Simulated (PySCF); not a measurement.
**The bond of AlTl, level by level**

The task here is to estimate one member of a computed series from the others.

The runs use PySCF 2.14.0; Al def2-SVPD, Tl def2-SVPD with ECP60, scalar-relativistic core potentials.

Set-up of the first run:

Settings of the job:

```
atoms                         : Al, Tl
charge                        : 0
basis                         : Al def2-SVPD, Tl def2-SVPD with ECP60
Hamiltonian                   : scalar-relativistic core potentials
basis functions               : 56
electrons treated             : 34
masses in u                   : 26.9815, 204.9744
levels                        : PBE0, PBE, r²SCAN, revPBE, r²SCANh, TPSSh, HF, MP2, SCS-MP2, CCSD, CCSD(T)
grid                          : 80 radial by 434 angular points
occupations                   : held fixed by the projection of orbital angular momentum
dissociation limit            : Al + Tl, each in its ground configuration
starting distance in angstrom : 2.625
values of 2S to try           : 0, 2
```

Command:

```
OMP_NUM_THREADS=1 python dia.py task.json out
```

Steps of the session up to this table: Set-up; First curve: PBE0; Other states along the same grid; PBE (GGA); r²SCAN; revPBE (GGA); r²SCANh (hybrid meta-GGA); TPSSh (hybrid meta-GGA); UHF; Adding correlation.

One of the session's tables, all rows but one given; the rest of the session is left out.

```
      level  Re (Å)  ωe (cm⁻¹)  De (eV)
        UHF   2.976      181.1     0.63
    UHF-MP2   2.907      191.0     1.11
UHF-SCS-MP2   2.912      191.7     0.97
   UHF-CCSD   2.938      181.7     1.04
UHF-CCSD(T)   2.937      180.5     1.11
        PBE   2.964      170.1     1.47
     revPBE   2.995      164.0     1.34
     r²SCAN       ?          ?        ?
      TPSSh   2.940      176.5     1.35
    r²SCANh   2.921      181.7     1.41
       PBE0   2.926      181.7     1.36
```

**Question.** Estimate the row for r²SCAN.

The run gave: Re (Å): 2.931; ωe (cm⁻¹): 178.4; De (eV): 1.45. In the column «Re (Å)» it lies between PBE0 (2.926) and UHF-CCSD(T) (2.937).
